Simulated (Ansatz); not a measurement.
**CH5AlBN: basis-set convergence**

One table from this session's results is given with a row withheld; the runs are named, their logs left out.

Program: Ansatz 0.2.0, Gaussian basis. Level of theory: one geometry, several basis sets. These are calculated values, not measurements.

Plan: PBE0-D4/def2-SVP; ωB97M-V/def2-SVP; PBE0-D4/def2-QZVPP; ωB97M-V/def2-QZVPP; the functionals' def2-TZVPP values are taken from earlier runs.

### The geometry

The geometry comes from an earlier relaxation with PBE0-D4 in a triple-zeta def2 set; it is a stationary point, not always the lowest conformer.

SMILES `B[N]1[CH2][AlH]1`, 9 atoms, charge 0, spin multiplicity 1.

Atoms are counted from 1 here; the program's logs count them from 0.

Bond lengths: B1–N2 1.389 Å, B1–H5 1.204 Å, B1–H6 1.202 Å, N2–C3 1.526 Å, N2–Al4 1.764 Å, C3–Al4 1.902 Å, C3–H7 1.090 Å, C3–H8 1.090 Å, Al4–H9 1.569 Å. Angles: N2–B1–H5 120.4°, N2–B1–H6 118.8°, H5–B1–H6 120.8°, B1–N2–C3 127.5°, B1–N2–Al4 162.3°, C3–N2–Al4 70.2°, N2–C3–Al4 60.8°, N2–C3–H7 113.8°, N2–C3–H8 113.8°, Al4–C3–H7 122.9°, Al4–C3–H8 123.0°, H7–C3–H8 111.0°, N2–Al4–C3 49.0°, N2–Al4–H9 145.2°, C3–Al4–H9 165.8°.

Set-up of the first run:

in.yaml reads:

```yaml
crystal:
  periodic: [false, false, false]
  atoms:
    - {symbol: B, position_ang: [-0.305227, 1.091635, -1.110214]}
    - {symbol: N, position_ang: [-0.198174, 0.253267, -0.007940]}
    - {symbol: C, position_ang: [0.703111, -0.968258, 0.144676]}
    - {symbol: Al, position_ang: [-0.428350, -0.462216, 1.587784]}
    - {symbol: H, position_ang: [0.358106, 0.892022, -2.094483]}
    - {symbol: H, position_ang: [-1.070499, 2.017138, -1.061891]}
    - {symbol: H, position_ang: [0.462006, -1.780965, -0.540259]}
    - {symbol: H, position_ang: [1.767603, -0.736379, 0.115498]}
    - {symbol: H, position_ang: [-1.200277, -0.352546, 2.949828]}
basis:
  gaussian: {orbitals: def2-SVP}
hamiltonian: {xc: pbe0, dispersion: d4}
output: {orbitals: {seedname: orbitals}}
```

Started as:

```sh
$ ansatz run in.yaml --threads 2 --pin off --events-out ev --progress --plain --max-ram 4352MiB
```

Among the steps run: PBE0-D4 in def2-SVP; ωB97M-V in def2-SVP; PBE0-D4 in def2-QZVPP; ωB97M-V in def2-QZVPP.

One table of the session follows, with a row left open; its other results are not shown here.

It belongs to the step «Functionals by basis». 

| functional | basis | HOMO (eV) | LUMO (eV) |
| --- | --- | --- | --- |
| PBE0-D4 | def2-SVP | -7.14 | -1.43 |
| PBE0-D4 | def2-TZVPP | -7.14 | -1.48 |
| PBE0-D4 | def2-QZVPP | ? | ? |
| ωB97M-V | def2-SVP | -9.34 | 0.28 |
| ωB97M-V | def2-TZVPP | -9.36 | 0.13 |
| ωB97M-V | def2-QZVPP | -9.37 | -0.04 |

Q: Estimate the row for PBE0-D4, def2-QZVPP from the others.

The run gave: HOMO (eV): -7.14; LUMO (eV): -1.51.
